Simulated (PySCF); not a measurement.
# C₃H₉AlO: geometry, spin-spin couplings

Wanted: the spin-spin couplings of C₃H₉AlO (`C[CH2][AlH][O]C`), by calculation.

Computed with PySCF 2.14.0, with density-fitted response routines of our own, on a single molecule in the gas phase. Atoms are numbered from 0 throughout.

## Step 1: The molecule as given

14 atoms, charge 0, multiplicity 1; geometry from: GFN2-xTB. The atoms were then displaced at random by about 0.01 Å, so the start is not that level's minimum.

Bonds of the start (Å): C0–C1 1.51, C1–Al2 1.99, Al2–O3 1.70, O3–C4 1.36, C0–H5 1.11, C0–H6 1.07, C0–H7 1.12, C1–H8 1.08, C1–H9 1.09, Al2–H10 1.55, C4–H11 1.10, C4–H12 1.08, C4–H13 1.10.

## Step 2: Optimising the geometry at PBE0-D3(BJ)/def2-SVP

What the job is given:

```
{"job": {"xc": "PBE0", "basis": "def2-SVP", "d3": "d3bj", "grid": 1, "shake": 0.01, "kind": "geom"}, "charge": 0, "multiplicity": 1}
C     -2.629420     0.049710    -0.157460
C     -1.279350    -0.156680    -0.802580
Al     0.110600     0.095540     0.603020
O      1.794310     0.020050     0.383990
C      3.146250    -0.047410     0.210860
H     -3.461460    -0.086760    -0.877200
H     -2.786570    -0.599490     0.683250
H     -2.717230     1.099160     0.210770
H     -1.245490    -1.152320    -1.223630
H     -1.153750     0.529970    -1.640860
H     -0.305090     0.389170     2.065350
H      3.556460    -0.909910     0.752630
H      3.367830    -0.110900    -0.849000
H      3.595760     0.864790     0.633110
```

Run with:

```
$ OMP_NUM_THREADS=1 python probes_run.py task.json out
```

This one command runs all jobs of the session in turn.

**Question.** This job is followed by: B3LYP/cc-pVTZ indirect spin-spin coupling, non-relativistic, gas phase; B3LYP/6-31G* indirect spin-spin coupling, non-relativistic, gas phase. What will the session give for the following? rotational constants (main isotopes); largest coupling of the table (B3LYP/cc-pVTZ); range of J(Al2,H10), mean over like pairs.

The runs gave:

```
                                     quantity                       value
         rotational constants (main isotopes)       17.89, 1.47, 1.39 GHz
largest coupling of the table (B3LYP/cc-pVTZ)  1J(Al,H) Al2–H10, 232.1 Hz
    range of J(Al2,H10), mean over like pairs           232.1 to 236.7 Hz
```

The optimisation took 26 steps and gained 0.211 eV; among the close pairs (by a distance rule), Al2–H10 changed most, from 1.548 to 1.594 Å. No frequency check was run at this level, so the end point may be a saddle. In the run at B3LYP/cc-pVTZ, the largest coupling of the table is Al2–H10, 232.1 Hz, of which the Fermi-contact term gives 234.0 Hz. Couplings across rotatable bonds belong to this one conformer; where others are populated, the observed values are averages. The coupling Al2–H10, as a mean over pairs of its kind, runs from 232.1 Hz (B3LYP/cc-pVTZ) to 236.7 Hz (B3LYP/6-31G*). Couplings from bases without tight functions are rough.
